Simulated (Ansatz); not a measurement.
# SiBPH₆NF: two torsions

Aim: map the energy of BFH6NPSi, SMILES BP[SiH](N)F over two coordinates, and find its wells, ridges and stiffness.

Method: RHF/def2-SVP; program: Ansatz 0.2.0.

## 1. The starting structure

SMILES `BP[SiH](N)F`, 11 atoms, charge 0, spin multiplicity 1.

Atoms are counted from 1 here; the program's logs count them from 0.

Bond lengths: B1–P2 1.853 Å, B1–H6 1.214 Å, B1–H7 1.214 Å, P2–Si3 2.242 Å, P2–H8 1.430 Å, Si3–N4 1.718 Å, Si3–F5 1.646 Å, Si3–H9 1.497 Å, N4–H10 1.023 Å, N4–H11 1.022 Å. Angles: P2–B1–H6 117.8°, P2–B1–H7 120.2°, H6–B1–H7 121.5°, B1–P2–Si3 108.2°, B1–P2–H8 108.5°, Si3–P2–H8 105.3°, P2–Si3–N4 107.0°, P2–Si3–F5 102.8°, P2–Si3–H9 117.9°, N4–Si3–F5 115.7°, N4–Si3–H9 107.2°, F5–Si3–H9 106.6°, Si3–N4–H10 121.3°, Si3–N4–H11 121.0°, H10–N4–H11 112.1°.

Geometry (Å):

```mol
BFH6NPSi
  3D, bonds by distance, orders not assigned

 11 10  0  0  0  0  0  0  0  0999 V2000
   -0.5739    2.3122   -0.5967 B   0  0
    0.1632    0.6786   -1.0684 P   0  0
   -0.0247   -0.7079    0.6837 Si  0  0
    0.5273   -2.2501    0.1663 N   0  0
   -1.6252   -0.6097    1.0569 F   0  0
   -1.6326    2.3056   -0.0030 H   0  0
   -0.0752    3.3453   -0.9942 H   0  0
    1.5698    0.8529   -1.2614 H   0  0
    0.7278   -0.3647    1.9311 H   0  0
    0.7738   -2.9797    0.8392 H   0  0
    0.2350   -2.6396   -0.7327 H   0  0
  1  2  8  0
  1  6  8  0
  1  7  8  0
  2  3  8  0
  2  8  8  0
  3  4  8  0
  3  5  8  0
  3  9  8  0
  4 10  8  0
  4 11  8  0
M  END
```

This geometry comes from a loose relaxation at PBE in a small basis, which is not shown.

## 3. The grid

The axes are (1) dihedral B1–P2–Si3–N4: 12 values from −180 to 150 °, periodic; (2) dihedral H6–B1–P2–Si3: 12 values from −180 to 150 °, periodic.

Nothing else is relaxed (all other coordinates rigid). Energies count from the relaxed molecule at the same level. Points are written as (first, second).

(The set-up runs are not shown.)

## 4. The run at (−120°, 150°)

input.yaml

```yaml
crystal:
  periodic: [false, false, false]
  atoms:
    - { symbol: B, position_ang: [-0.572707, 2.329825, -0.590581] }
    - { symbol: P, position_ang: [0.129451, 0.656731, -1.104803] }
    - { symbol: Si, position_ang: [1.304331, 0.961403, -2.990092] }
    - { symbol: "N", position_ang: [0.617993, -0.00053, -4.210033] }
    - { symbol: F, position_ang: [2.805349, 0.527233, -2.574264] }
    - { symbol: H, position_ang: [-1.608909, 2.365598, 0.005189] }
    - { symbol: H, position_ang: [-0.039359, 3.339673, -0.947566] }
    - { symbol: H, position_ang: [-0.966739, -0.117591, -1.522472] }
    - { symbol: H, position_ang: [1.413451, 2.336676, -3.499383] }
    - { symbol: H, position_ang: [0.787074, 0.170277, -5.18217] }
    - { symbol: H, position_ang: [0.298479, -0.934398, -4.04126] }
basis:
  gaussian: { orbitals: def2-SVP }
hamiltonian:
  xc: hf
output:
  forces: true
```

On the command line:

```console
$ ansatz run input.yaml --threads 1 --pin off --max-ram 2560MiB --backend cpu --events-out ev --progress --plain --runs-dir out
```

Further runs follow: all other points of the grid.

Q: Predict the outcome of this session. Wanted: lowest point; highest computed point; dipole moment.

The runs gave:

| quantity | value |
| --- | --- |
| lowest point | (−180°, −60°), 3.4 kJ/mol |
| highest computed point | (−90°, −150°), 77 kJ/mol above the lowest |
| dipole moment (D) | 1.29 at (120°, 30°) to 3.18 at (−60°, −120°); 2.45 at the lowest point |
| time for the whole task | 6.7 min on 1 thread, shared host |

In words: The lowest computed point is at (−180°, −60°), 3.4 kJ/mol from the relaxed molecule at the same level. Higher local minima lie near (−180°, 120°) (2.8 kJ/mol above the lowest at that grid point); (30°, −60°) (7 kJ/mol above the lowest at that grid point); (−30°, −60°) (9 kJ/mol above the lowest at that grid point). The highest computed point, (−90°, −150°), lies 77 kJ/mol above the lowest. On the interpolated surface the easiest way out of the lowest well to the well at (30°, −60°) passes a barrier of about 12 kJ/mol. Round the minimum the two coordinates are nearly uncoupled.
